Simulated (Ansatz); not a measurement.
# CH₃Ag (SMILES [CH3][Ag]): single points off equilibrium

The task here is to estimate one member of a computed series from the others.

Computed with Ansatz 0.2.0, Gaussian basis. Level: single points in def2-TZVPP.

Correlated methods freeze the cores. Filled d shells of the heavier atoms are correlated. Core potentials replace the inner electrons past krypton, and spin-orbit coupling is left out.

**The starting structure**

SMILES `[CH3][Ag]`, 5 atoms, charge 0, spin multiplicity 1.

Atoms are counted from 1 here; the program's logs count them from 0.

Bond lengths: C1–Ag2 2.067 Å, C1–H3 1.051 Å, C1–H4 1.080 Å, C1–H5 1.140 Å. Angles: Ag2–C1–H3 105.1°, Ag2–C1–H4 103.1°, Ag2–C1–H5 113.5°, H3–C1–H4 119.9°, H3–C1–H5 112.8°, H4–C1–H5 102.4°.

As a file:

| atom | x (Å) | y (Å) | z (Å) |
| --- | --- | --- | --- |
| C1 | -0.2260 | 0.0101 | -0.0002 |
| Ag2 | 1.6261 | -0.6547 | 0.6316 |
| H3 | -0.8748 | -0.1855 | 0.8031 |
| H4 | -0.3628 | -0.5038 | -0.9404 |
| H5 | -0.2320 | 1.1053 | -0.3172 |

The first run:

run/in.yaml reads:

```yaml
crystal:
  periodic: [false, false, false]
  atoms:
    - {symbol: C, position_ang: [-0.226000, 0.010100, -0.000200]}
    - {symbol: Ag, position_ang: [1.626100, -0.654700, 0.631600]}
    - {symbol: H, position_ang: [-0.874800, -0.185500, 0.803100]}
    - {symbol: H, position_ang: [-0.362800, -0.503800, -0.940400]}
    - {symbol: H, position_ang: [-0.232000, 1.105300, -0.317200]}
basis:
  gaussian: {orbitals: def2-TZVPP}
correlation: {method: ccsd_t}
output: {forces: true}
```

The command line of these runs was not kept.

Steps of the session up to this table: CCSD(T)/def2-TZVPP; PBE0-D4/def2-TZVPP; wB97M-V/def2-TZVPP; r2SCAN-D4/def2-TZVPP; PBE-D4/def2-TZVPP; r2SCANh-D4/def2-TZVPP; wB97X-V/def2-TZVPP.

One table of the session follows, with a row left open; its other results are not shown here.

| method | RMS force component (eV/Å) | angle to CCSD(T) forces (°) | dipole (D) |
| --- | --- | --- | --- |
| CCSD(T) | 0.954 | reference | 2.01 |
| PBE0-D4 | 0.960 | 0.6 | 1.93 |
| wB97M-V | ? | ? | ? |
| r2SCAN-D4 | 0.943 | 3.6 | 1.55 |
| PBE-D4 | 0.938 | 7.0 | 1.31 |
| r2SCANh-D4 | 0.951 | 3.0 | 1.75 |
| wB97X-V | 0.981 | 4.2 | 2.51 |

**Question.** Estimate the row for wB97M-V.

As computed: RMS force component (eV/Å): 0.959; angle to CCSD(T) forces (°): 3.7; dipole (D): 2.43. In the column «RMS force component (eV/Å)» it lies between CCSD(T) (0.954) and PBE0-D4 (0.960).
